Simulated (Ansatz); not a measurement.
**B2GeH (sextet): wave-function methods side by side, cc-pVTZ**

One table from this session's results is given with a row withheld; the runs are named, their logs left out.

Method: cc-pVTZ, core rule «outside noble gas», up to 16 orbitals frozen; program: Ansatz 0.2.0, Gaussian basis.

The runs, in order: UHF; CCSD(T) on ROHF; CCSD(T) on UHF; BCCD(T) on ROHF; CCSDT(Q) on ROHF; CCSDT(Q) on UHF.

4 further runs of the same task are left out: 1 that didn't finish, 3 set aside as unsound or not needed.

## What is computed

The geometry is a PBE0/def2-TZVP stationary point (not a proven minimum) of the parent state, kept for this charge and spin. No spin-orbit coupling is included. The filled d shell of Ge may be among the frozen orbitals whatever the setting's name suggests; the logs give the count.

4 atoms, charge 0, spin multiplicity 6.

Atoms are counted from 1 here; the program's logs count them from 0.

Bond lengths: B1–Ge2 2.121 Å, B1–B3 1.683 Å, Ge2–B3 2.022 Å, B3–H4 1.189 Å. Angles: Ge2–B1–B3 63.0°, B1–Ge2–B3 47.9°, B1–B3–Ge2 69.2°, B1–B3–H4 135.9°, Ge2–B3–H4 150.2°.

The first run:

File in.yaml:

```yaml
crystal:
  periodic: [false, false, false]
  atoms:
    - {symbol: B, position_ang: [0.013443, -1.059555, -1.355486]}
    - {symbol: Ge, position_ang: [0.004178, 0.046165, 0.454861]}
    - {symbol: B, position_ang: [-0.057533, 0.617024, -1.483527]}
    - {symbol: H, position_ang: [0.171821, 1.419494, -2.330052]}
basis:
  gaussian: {orbitals: cc-pVTZ}
magnetization: {spin_polarized: true, initial_magnetization: 5}
hamiltonian: {xc: hf}
output: {orbitals: {seedname: orbitals}}
```

Command:

```console
$ ansatz run in.yaml --threads 1 --pin off --events-out ev --progress --plain --max-ram 4096MiB --backend cpu
```

Steps of the session up to this table: UHF; CCSD(T) on ROHF; CCSD(T) on UHF; BCCD(T) on ROHF; CCSDT(Q) on ROHF; CCSDT(Q) on UHF.

One table of the session follows, with a row left open; its other results are not shown here.

| method | from UCCSDT(Q) (meV) |
| --- | --- |
| ROHF | +7057.7 |
| UHF | ? |
| RMP2 | +1301.1 |
| UMP2 | +1327.0 |
| RCCSD | +444.8 |
| UCCSD | +425.2 |
| RCCSD(T) | +90.2 |
| UCCSD(T) | +75.2 |
| BCCD(T) | +84.3 |
| RCCSDT | +41.2 |
| UCCSDT | +25.1 |
| RCCSDT(Q) | +16.9 |
| UCCSDT(Q) | 0 |

Q: Estimate the row for UHF from the others.

As computed: from UCCSDT(Q) (meV): +6927.1. In the column «from UCCSDT(Q) (meV)» it lies between UMP2 (+1327.0) and ROHF (+7057.7).

Caveats from the session: Restricted and unrestricted rows rest on different reference determinants; where their highest levels disagree by more than a few hundredths of an eV, they describe different states and don't form one ladder.
